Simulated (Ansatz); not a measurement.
**BFH₄SSi: basis-set convergence**

One table from this session's results is given with a row withheld; the runs are named, their logs left out.

Computed with Ansatz 0.2.0, Gaussian basis. Level: one geometry, several basis sets.

Plan: PBE0-D4/def2-SVP; ωB97M-V/def2-SVP; PBE0-D4/def2-QZVPP; ωB97M-V/def2-QZVPP; the functionals' def2-TZVPP values are taken from earlier runs.

## The relaxed structure

All runs share one geometry, relaxed beforehand with PBE0-D4 in a triple-zeta def2 set.

8 atoms, charge 0, spin multiplicity 1.

Atoms are counted from 1 here; the program's logs count them from 0.

Bond lengths: F1–B2 1.323 Å, B2–Si3 2.029 Å, B2–H5 1.202 Å, Si3–S4 2.154 Å, Si3–H6 1.488 Å, Si3–H7 1.485 Å, S4–H8 1.344 Å. Angles: F1–B2–Si3 119.8°, F1–B2–H5 116.6°, Si3–B2–H5 123.4°, B2–Si3–S4 104.1°, B2–Si3–H6 114.9°, B2–Si3–H7 112.4°, S4–Si3–H6 111.4°, S4–Si3–H7 104.0°, H6–Si3–H7 109.5°, Si3–S4–H8 94.7°.

Set-up of the first run:

File in.yaml:

```yaml
crystal:
  periodic: [false, false, false]
  atoms:
    - {symbol: F, position_ang: [-1.805329, -1.184295, 0.587427]}
    - {symbol: B, position_ang: [-0.798850, -0.443444, 1.020844]}
    - {symbol: Si, position_ang: [0.183159, 0.777747, -0.268668]}
    - {symbol: S, position_ang: [1.779823, -0.447246, -1.036297]}
    - {symbol: H, position_ang: [-0.459922, -0.610971, 2.161712]}
    - {symbol: H, position_ang: [-0.653759, 1.330183, -1.368256]}
    - {symbol: H, position_ang: [0.884572, 1.887049, 0.426232]}
    - {symbol: H, position_ang: [0.962505, -1.366124, -1.578795]}
basis:
  gaussian: {orbitals: def2-SVP}
hamiltonian: {xc: pbe0, dispersion: d4}
output: {orbitals: {seedname: orbitals}}
```

Command:

```bash
$ ansatz run in.yaml --threads 2 --pin off --events-out ev --progress --plain --max-ram 4352MiB
```

Among the steps run: PBE0-D4 in def2-SVP; ωB97M-V in def2-SVP; PBE0-D4 in def2-QZVPP; ωB97M-V in def2-QZVPP.

One of the session's tables, all rows but one given; the rest of the session is left out.

It belongs to the step «Functionals by basis». 

```
functional       basis  HOMO (eV)  LUMO (eV)
   PBE0-D4    def2-SVP      -7.22      -1.83
   PBE0-D4  def2-TZVPP      -7.34      -1.94
   PBE0-D4  def2-QZVPP      -7.37      -1.98
   ωB97M-V    def2-SVP      -9.31       0.25
   ωB97M-V  def2-TZVPP          ?          ?
   ωB97M-V  def2-QZVPP      -9.50      -0.08
```

Q: Estimate the row for ωB97M-V, def2-TZVPP from the others.

As computed: HOMO (eV): -9.47; LUMO (eV): 0.02. In the column «HOMO (eV)» it lies between ωB97M-V, def2-QZVPP (-9.50) and ωB97M-V, def2-SVP (-9.31).
